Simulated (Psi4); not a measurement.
# C2H2AlF (SMILES C#[C][AlH][F]) at MP2/aug-cc-pVDZ

Aim: the energy change on altering one bond length of C2H2AlF at MP2/aug-cc-pVDZ, from 2 runs. 

The results are computed with Psi4 1.11.

2 further runs of the same task are left out: 2 that didn't finish.

### 1 The structure to begin with

C2H2AlF: 6 atoms, total charge 0, spin state singlet. SMILES: `C#[C][AlH][F]`. The coordinates come from a PBE0-D4/def2-TZVP relaxation.

Bond lengths: C1–C2 1.210 Å, C2–Al3 1.894 Å, Al3–F4 1.645 Å, C1–H5 1.067 Å, Al3–H6 1.567 Å. Angles: C1–C2–Al3 178.2°, C2–Al3–F4 117.6°, C2–C1–H5 179.7°, C2–Al3–H6 124.1°, F4–Al3–H6 118.2°.

### 2 The energy at MP2/aug-cc-pVDZ

The input, job.dat:

```
memory 1600 mb

molecule m {
  0 1
  C      1.661900    -0.284800    -0.787000
  C      0.576900    -0.111600    -0.280500
  Al    -1.100200     0.209700     0.538100
  F     -2.307600    -0.871400     0.253900
  H      2.617000    -0.441700    -1.236000
  H     -1.405900     1.435700     1.465300
  units angstrom
  symmetry c1
}

set {
  basis aug-cc-pVDZ
  puream true
  e_convergence 1e-09
  d_convergence 1e-08
  scf_type pk
  num_frozen_docc 8
  mp2_type conv
}

energy("mp2")
```

Launch:

```
$ psi4 -i job.dat -o job.out -n 1
```

job.out:

```text
[...]
  Running in c1 symmetry.
[...]
  Nuclear repulsion =  119.753177301864369
[...]
  Multiplicity = 1
[...]
  Nalpha       = 18
  Nbeta        = 18
[...]
    Number of basis functions: 114
[...]
   @RHF iter   1:  -418.19532370330086   -1.43547e+00   4.23934e-03 DIIS/ADIIS
[...]
   @RHF iter  12:  -418.30197838250547   -2.38742e-12   3.11063e-09 DIIS
[...]
    Orbital Energies [Eh]
    ---------------------
    Doubly Occupied:
       1A    -58.520725     2A    -26.268110     3A    -11.261608
       4A    -11.227773     5A     -4.932879     6A     -3.248836
       7A     -3.247233     8A     -3.245727     9A     -1.546547
      10A     -1.032000    11A     -0.749395    12A     -0.686376
      13A     -0.629953    14A     -0.622949    15A     -0.593496
      16A     -0.479134    17A     -0.414430    18A     -0.411968
[...]
  @RHF Final Energy:  -418.30197838250547
   => Energetics <=
    Nuclear Repulsion Energy =            119.7531773018643690
    One-Electron Energy =                -817.8720335633066725
    Two-Electron Energy =                 279.8168778789367934
    Total Energy =                       -418.3019783825054674
[...]
 Multipole Moments:
 ------------------------------------------------------------------------------------
     Multipole            Electronic (a.u.)      Nuclear  (a.u.)        Total (a.u.)
 ------------------------------------------------------------------------------------
 L = 1.  Multiply by 2.5417464519 to convert [e a0] to [Debye]
 Dipole X            :         -3.6207247            4.3352294            0.7145047
 Dipole Y            :         -1.2144684            1.5602514            0.3457830
 Dipole Z            :          0.4957427           -0.5239916           -0.0282489
 Magnitude           :                                                    0.7942801
[...]
	SCS-MP2 Total Energy (a.u.)        :  -418.81500476185545
	SOS-MP2 Total Energy (a.u.)        :  -418.77086373683585
	SCSN-MP2 Total Energy (a.u.)       :  -418.53504299460917
[...]
	SOS-PI-MP2 Total Energy (a.u.)     :  -418.84901129589093
[...]
	MP2 Total Energy (a.u.)            :  -418.82513925283968
[...]
```

It took 16 s on 1 thread of Intel Xeon Platinum 8488C (Sapphire Rapids), shared host; peak memory 0.86 GiB.

### 3 The distorted shape, same level

The input, run.py:

```python
import numpy as np
from ase.calculators.psi4 import Psi4
from ase import Atoms

mol = Atoms(['C', 'C', 'Al', 'F', 'H', 'H'], positions=[
    [1.518654, -0.261268, -0.719659],
    [0.433654, -0.088068, -0.213159],
    [-1.243446, 0.233232, 0.605441],
    [-2.450846, -0.847868, 0.321241],
    [2.617000, -0.441700, -1.236000],
    [-1.549146, 1.459232, 1.532641],
])
calc = Psi4(atoms=mol, method='mp2', basis='aug-cc-pVDZ', memory='1600MB', num_threads=1, charge=0, multiplicity=1, label='c2h2alf')
calc.psi4.set_options({'puream': True, 'e_convergence': 1e-09, 'd_convergence': 1e-08, 'scf_type': 'pk', 'num_frozen_docc': 8, 'mp2_type': 'conv'})
mol.calc = calc

print(f'energy: {mol.get_potential_energy():.6f} eV')
```

Launch:

```
$ python run.py
```

c2h2alf.dat:

```text
[...]
  Running in c1 symmetry.
[...]
  Nuclear repulsion =  119.182833413198836
[...]
  Multiplicity = 1
[...]
  Nalpha       = 18
  Nbeta        = 18
[...]
    Number of basis functions: 114
[...]
   @RHF iter   1:  -418.17127341382349   -1.46551e+00   4.36396e-03 DIIS/ADIIS
[...]
   @RHF iter  12:  -418.28617057901982   -3.52429e-12   3.45407e-09 DIIS
[...]
    Orbital Energies [Eh]
    ---------------------
    Doubly Occupied:
       1A    -58.520093     2A    -26.267507     3A    -11.274161
       4A    -11.226923     5A     -4.932225     6A     -3.248186
       7A     -3.246584     8A     -3.245079     9A     -1.545953
      10A     -1.028297    11A     -0.708456    12A     -0.677608
      13A     -0.628430    14A     -0.622364    15A     -0.587823
      16A     -0.478258    17A     -0.413473    18A     -0.411011
[...]
  @RHF Final Energy:  -418.28617057901982
   => Energetics <=
    Nuclear Repulsion Energy =            119.1828334131988356
    One-Electron Energy =                -816.8131466054104521
    Two-Electron Energy =                 279.3441426131917638
    Total Energy =                       -418.2861705790198243
[...]
 Multipole Moments:
 ------------------------------------------------------------------------------------
     Multipole            Electronic (a.u.)      Nuclear  (a.u.)        Total (a.u.)
 ------------------------------------------------------------------------------------
 L = 1.  Multiply by 2.5417464519 to convert [e a0] to [Debye]
 Dipole X            :         -3.6927680            4.4695098            0.7767418
 Dipole Y            :         -1.2027979            1.5381922            0.3353943
 Dipole Z            :          0.5294992           -0.5871178           -0.0576186
 Magnitude           :                                                    0.8480195
[...]
	SCS-MP2 Total Energy (a.u.)        :  -418.80251132499569
	SOS-MP2 Total Energy (a.u.)        :  -418.79752530653514
	SCSN-MP2 Total Energy (a.u.)       :  -418.52018544582103
[...]
	SOS-PI-MP2 Total Energy (a.u.)     :  -418.83686028557474
[...]
	MP2 Total Energy (a.u.)            :  -418.81248336191692
[...]
```

On the terminal:

```text
energy: -11396.468157 eV
```

Wall time 18 s (1 thread of Intel Xeon Platinum 8488C (Sapphire Rapids), shared host); peak memory 0.87 GiB.

### 4 Outcome

At MP2/aug-cc-pVDZ, 8 core orbitals frozen:

| quantity | value |
| --- | --- |
| first shape: total energy | -418.82514 Eh |
| first shape: HOMO energy (Hartree–Fock orbitals) | -11.21 eV |
| first shape: LUMO energy (Hartree–Fock orbitals) | 0.66 eV |
| first shape: HOMO–LUMO gap (Hartree–Fock orbitals) | 11.87 eV |
| first shape: correlation energy (8 core orbitals frozen) | -523.2 mEh |
| distorted shape: total energy | -418.81248 Eh |
| distorted shape: HOMO energy (Hartree–Fock orbitals) | -11.18 eV |
| distorted shape: LUMO energy (Hartree–Fock orbitals) | 0.67 eV |
| distorted shape: HOMO–LUMO gap (Hartree–Fock orbitals) | 11.86 eV |
| distorted shape: correlation energy (8 core orbitals frozen) | -526.3 mEh |
| energy change with the C1–H5 bond stretched from 1.067 to 1.227 Å | 0.344 eV |

What this shows: With the C1–H5 bond stretched from 1.067 to 1.227 Å the energy rises by 0.34 eV (33.2 kJ/mol). The first shape isn't relaxed at this level, so the change isn't measured from a minimum.
